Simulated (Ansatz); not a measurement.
Crystal: CrBr2.

```xyz
3
Lattice="3.7447 -1.8311 0.0000 3.7447 1.8311 0.0000 -0.7268 0.0000 6.4659" Properties=species:S:1:pos:R:3 pbc="T T T"
Br    2.0956    0.0000    4.9579
Br    4.6669    0.0000    1.5080
Cr    0.0000    0.0000    0.0000
```

The cell is a database's computed one.

| Property | Result |
| --- | --- |
| Program | Ansatz 0.2.0 |
| Task | relaxation of cell and atoms |
| Functional | PBE |
| Dispersion | D4 |
| Potentials or basis | Ansatz PAW |
| Cutoff | 420 eV (not typed: the program's choice for these potentials) |
| k mesh | 8 × 8 × 4 |
| Occupations | fermi-dirac, width 0.05 eV |
| Spin | collinear spin, ferromagnetic start |
| Starting moments | [0.0, 0.0, 3.0] μB |

At the start: volume 29.56 Å³/atom.

Problem. How do energy, volume and symmetry change on relaxing?

Solution. It ends after 11 steps and the volume is 27.62 Å³/atom (-6.6 %); space group C2/m (No. 12, to 0.05 Å); moment 4.00 μB per cell.

The path:
```csv
step,energy change (eV),largest force (eV/Å),volume (Å³)
1,0.0000,0.2017,88.67
2,-0.0128,0.1824,87.25
3,-0.0238,0.1152,85.22
4,-0.0306,0.0964,83.87
5,-0.0330,0.0583,83.17
6,-0.0335,0.0233,82.97
7,-0.0338,0.0078,82.92
8,-0.0339,0.0031,82.87
9,-0.0331,0.0033,82.87
10,-0.0331,0.0021,82.85
11,-0.0331,0.0021,82.85
```

Final structure:
```
CELL_PARAMETERS angstrom
3.69475 -1.80874 -0.00708
3.69475 1.80874 -0.00708
-0.72939 0.00000 6.20029
ATOMIC_POSITIONS crystal
Br 0.36322 0.36322 0.75047
Br 0.63678 0.63678 0.24953
Cr 0.00000 0.00000 0.00000
```

Caveat: the plane-wave basis is chosen anew once the cell has moved, so the energies of steps on either side of that aren't comparable.
